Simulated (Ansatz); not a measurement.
**Ga10P11 wurtzite ring sphere (Ga₁₀P₁₁H₂₈+): the relaxed shape and its frontier levels**

What does Ga10P11 wurtzite ring sphere (Ga₁₀P₁₁H₂₈+) look like as a singlet, and where do its frontier electrons sit?

Program: Ansatz 0.2.0, Gaussian basis. Level of theory: RKS PBE0-D4/def2-SVP. These are calculated values, not measurements.

Plan: relaxation at PBE-D4/def2-SVP; a single point at PBE0-D4/def2-SVP.

## (1) The starting structure

49 atoms, charge 1, spin multiplicity 1.

Atoms are counted from 1 here; the program's logs count them from 0.

Bond lengths: P1–Ga2 2.553 Å, P1–Ga6 2.418 Å, P1–H22 1.388 Å, P1–H23 1.388 Å, Ga2–P8 2.404 Å, Ga2–H24 1.555 Å, Ga2–H25 1.555 Å, P3–Ga4 2.534 Å, P3–Ga7 2.437 Å, P3–H26 1.389 Å, P3–H27 1.387 Å, Ga4–P9 2.438 Å, Ga4–H28 1.549 Å, Ga4–H29 1.553 Å, P5–Ga6 2.475 Å, P5–Ga7 2.531 Å, P5–H30 1.388 Å, P5–H31 1.388 Å and more. Angles: Ga2–P1–Ga6 123.9°, Ga2–P1–H22 112.3°, Ga2–P1–H23 112.3°, Ga6–P1–H22 104.5°, Ga6–P1–H23 104.4°, H22–P1–H23 95.6°, P1–Ga2–P8 101.3°, P1–Ga2–H24 103.3°, P1–Ga2–H25 103.3°, P8–Ga2–H24 109.4°, P8–Ga2–H25 109.3°, H24–Ga2–H25 126.8°, Ga4–P3–Ga7 117.9°, Ga4–P3–H26 112.3°, Ga4–P3–H27 119.6°, Ga7–P3–H26 101.3°, Ga7–P3–H27 106.1°, H26–P3–H27 96.2° and more.

The ion is computed in the gas phase, without counter-ions or solvent.

The start is a GFN2-xTB geometry.

## (2) Relaxation at PBE-D4/def2-SVP

File in.yaml:

```yaml
crystal:
  periodic: [false, false, false]
  atoms:
    - {symbol: P, position_ang: [-2.804890, -1.611840, -3.324150]}
    - {symbol: Ga, position_ang: [-2.936890, -1.690090, -0.775880]}
    - {symbol: P, position_ang: [1.011040, -3.912190, 0.024520]}
    - {symbol: Ga, position_ang: [0.995100, -4.179130, 2.544600]}
    - {symbol: P, position_ang: [0.948170, -1.584820, -3.405340]}
    - {symbol: Ga, position_ang: [-0.998310, -0.570180, -4.548470]}
    - {symbol: Ga, position_ang: [1.116200, -1.651570, -0.880600]}
    - {symbol: P, position_ang: [-0.921070, -0.532440, -0.162160]}
    - {symbol: P, position_ang: [0.973460, -1.781440, 2.985360]}
    - {symbol: Ga, position_ang: [-1.040690, -0.600110, 2.284510]}
    - {symbol: P, position_ang: [-0.899800, 1.619050, -3.402060]}
    - {symbol: Ga, position_ang: [-0.871350, 1.792910, -0.878510]}
    - {symbol: P, position_ang: [-2.880970, 2.832560, 0.027280]}
    - {symbol: P, position_ang: [-1.057660, 1.732060, 2.987520]}
    - {symbol: Ga, position_ang: [-3.126420, 2.943100, 2.548190]}
    - {symbol: P, position_ang: [3.014970, -0.410600, -0.082400]}
    - {symbol: Ga, position_ang: [3.062940, -0.738550, 2.364400]}
    - {symbol: Ga, position_ang: [3.033950, 1.748260, -1.242150]}
    - {symbol: P, position_ang: [1.155290, 2.813190, -0.079800]}
    - {symbol: P, position_ang: [2.826050, 1.625900, 3.054900]}
    - {symbol: Ga, position_ang: [0.895250, 3.015330, 2.369490]}
    - {symbol: H, position_ang: [-2.933460, -2.869390, -3.897400]}
    - {symbol: H, position_ang: [-3.955590, -1.085570, -3.894770]}
    - {symbol: H, position_ang: [-2.780040, -3.203860, -0.455720]}
    - {symbol: H, position_ang: [-4.165030, -0.792300, -0.452370]}
    - {symbol: H, position_ang: [-0.155220, -4.386560, -0.563270]}
    - {symbol: H, position_ang: [1.884620, -4.672490, -0.739230]}
    - {symbol: H, position_ang: [-0.376950, -4.832730, 2.845080]}
    - {symbol: H, position_ang: [2.401600, -4.742670, 2.885940]}
    - {symbol: H, position_ang: [1.202600, -2.845810, -3.926920]}
    - {symbol: H, position_ang: [2.108490, -0.987350, -3.877750]}
    - {symbol: H, position_ang: [-0.884400, -0.503230, -6.099900]}
    - {symbol: H, position_ang: [0.992750, -1.638900, 4.368430]}
    - {symbol: H, position_ang: [-2.359300, -1.363810, 2.654220]}
    - {symbol: H, position_ang: [-1.860960, 2.474130, -3.923110]}
    - {symbol: H, position_ang: [0.199380, 2.323080, -3.872290]}
    - {symbol: H, position_ang: [-3.873290, 2.056420, -0.560830]}
    - {symbol: H, position_ang: [-3.104500, 3.969270, -0.736860]}
    - {symbol: H, position_ang: [-0.923040, 1.675220, 4.369830]}
    - {symbol: H, position_ang: [-4.375200, 2.074270, 2.839430]}
    - {symbol: H, position_ang: [-2.921350, 4.442630, 2.896630]}
    - {symbol: H, position_ang: [4.057560, -1.186780, -0.577330]}
    - {symbol: H, position_ang: [4.379880, -1.459190, 2.796320]}
    - {symbol: H, position_ang: [2.564390, 1.480470, -2.726940]}
    - {symbol: H, position_ang: [4.337720, 2.501610, -0.874660]}
    - {symbol: H, position_ang: [1.006480, 4.105660, -0.571540]}
    - {symbol: H, position_ang: [3.174060, 1.826480, 4.383350]}
    - {symbol: H, position_ang: [3.930000, 2.265720, 2.500650]}
    - {symbol: H, position_ang: [0.934420, 4.516270, 2.801770]}
basis:
  gaussian: {orbitals: def2-SVP, fitting: {mean_field: def2-universal-jkfit}}
total_charge: 1
hamiltonian: {xc: pbe, dispersion: d4}
scf: {lower_state_search: "off"}
output: {orbitals: {seedname: orbitals}}
relax: {f_tol: 0.03, max_steps: 70}
```

On the command line:

```
$ ansatz run in.yaml --threads 4 --pin off --events-out ev --progress --plain --max-ram 46080MiB --backend cuda --devices 0, --max-vram 37GiB
```

After this run come: Single point, PBE0-D4/def2-SVP.

**Question.** What will the summary of the whole plan be? Wanted: point group; commonest bond, hydrogen aside; HOMO, LUMO at PBE0-D4/def2-SVP.

The runs gave:

| quantity | value |
| --- | --- |
| point group | Cs |
| commonest bond, hydrogen aside | Ga–P, 28 of mean length 2.403 Å |
| HOMO, LUMO at PBE0-D4/def2-SVP | -9.54, -4.09 eV |

**Reading.** The molecule keeps its bonding pattern by the stored test; the atoms moved 0.16 Å (rms). No usable vibrations, so a minimum isn't proven. Whether this spin is the lowest isn't tested here. The point group is read from a loosely relaxed geometry; soft torsions can leave it below the true symmetry.
